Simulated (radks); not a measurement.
**Nuclear size and the levels of Mn¹⁶⁺**

The task here is to estimate one member of a computed series from the others.

Method: Dirac Kohn-Sham, LDA (Slater exchange, Perdew-Wang correlation), spin-unpolarised, spherical densities, finite nucleus; open shells fill j = l - 1/2 first. Code: radks (a radial shooting solver on a logarithmic mesh, Libxc functionals) version 1.

## What is computed

* element: manganese (Z = 25)
* charge: +16
* electrons: 9
* configuration: [He] 2s2 2p5
* nuclear rms radius: 3.7057 fm

Set-up of the first run:

Settings of this run:

```text
Z 25
configuration [He] 2s2 2p5 3s0 3p0
relativity Dirac
functional lda,pw
spin unpolarised
j_filling energy
nucleus finite rms 3.7057 fm
c 137.035999084
```

Steps of the session up to this table: rms radius 3.7057 fm.

One table of the session follows, with a row left open; its other results are not shown here.

It belongs to the step «rms radius 3.7057 fm». Radial density 4πr²ρ:

```
r (bohr)  4πr²ρ (e/bohr)
 0.00252          0.8163
 0.00350           1.482
 0.00490           2.675
 0.00680           4.637
 0.00951           7.841
  0.0132           12.43
  0.0185           18.52
  0.0257           24.78
  0.0359           29.13
  0.0498           28.85
  0.0697           24.20
  0.0968               ?
   0.135           23.27
   0.188           27.71
   0.263           23.16
   0.368           10.58
   0.511           2.219
   0.715          0.1470
```

Estimate the missing values for r (bohr) = 0.0968.

Worked estimate for «4πr²ρ (e/bohr)». A straight line through the neighbours (0.0697, 24.20) and (0.135, 23.27) gives 24.20 + (23.27 − 24.20) × (0.0968 − 0.0697) / (0.135 − 0.0697) = 23.81; a parabola fitted to 4 rows on both sides gives 23.01.

The run gave: 4πr²ρ (e/bohr): 20.59. In «4πr²ρ (e/bohr)» the line misses by +3.22 and the parabola by +2.42. Between these rows the values bend or scatter more than so simple an estimate can follow.
